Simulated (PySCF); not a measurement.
# C7H16O: the cost of one run

Programs: PySCF 2.14.0, with density-fitted response routines of our own. Each step states its level of theory. These are calculated values for one molecule, in the gas phase or a continuum, unless marked as measured. Atoms count from 0, in the outputs and in this text.

**1. The starting structure**

24 atoms, charge 0, multiplicity 1; geometry from: GFN2-xTB. The atoms were then displaced at random by about 0.01 Å, so the start is not that level's minimum.

Bonds of the start (Å): C0–C1 1.53, C1–C2 1.54, C2–O3 1.37, O3–C4 1.46, C4–C5 1.55, C4–C6 1.52, C4–C7 1.52, C0–H8 1.06, C0–H9 1.08, C0–H10 1.11, C1–H11 1.10, C1–H12 1.08, C2–H13 1.11, C2–H14 1.09, C5–H15 1.10, C5–H16 1.09, C5–H17 1.09, C6–H18 1.08, C6–H19 1.07, C6–H20 1.11, C7–H21 1.08, C7–H22 1.10, C7–H23 1.09.

**2. Optimising the geometry at PBE0-D3(BJ)/def2-SVP**

The job: settings as JSON, then the geometry in Å.

```
{"job": {"xc": "PBE0", "basis": "def2-SVP", "d3": "d3bj", "grid": 1, "shake": 0.01, "kind": "geom"}, "charge": 0, "multiplicity": 1}
C      3.536170     0.066910    -0.377500
C      2.307270    -0.530650     0.315650
C      0.985630     0.126680    -0.128060
O     -0.009450    -0.504560     0.572040
C     -1.380210    -0.072130     0.323290
C     -1.580500     1.408780     0.728230
C     -1.783460    -0.272180    -1.129270
C     -2.211730    -0.956590     1.235350
H      4.431460    -0.385020    -0.035280
H      3.430520    -0.024930    -1.450520
H      3.577790     1.151580    -0.146860
H      2.414530    -0.416880     1.405700
H      2.227150    -1.582300     0.086180
H      1.022690     1.205770     0.119780
H      0.880510     0.004390    -1.205860
H     -1.186720     1.588160     1.738560
H     -1.068380     2.083640     0.036130
H     -2.645460     1.650060     0.727640
H     -1.286930     0.423910    -1.784310
H     -1.578090    -1.275870    -1.439900
H     -2.880170    -0.115050    -1.239520
H     -1.913020    -0.849990     2.265050
H     -3.273680    -0.704320     1.122860
H     -2.080220    -1.999810     0.963420
```

Started as:

```console
$ OMP_NUM_THREADS=1 python probes_run.py task.json out
```

This one command runs all jobs of the session in turn.

**Question.** How long does this first job take on 1 thread of Arm Neoverse V1, shared host, and how much memory does it need?

About 3 min, with a peak of 0.86 GiB.
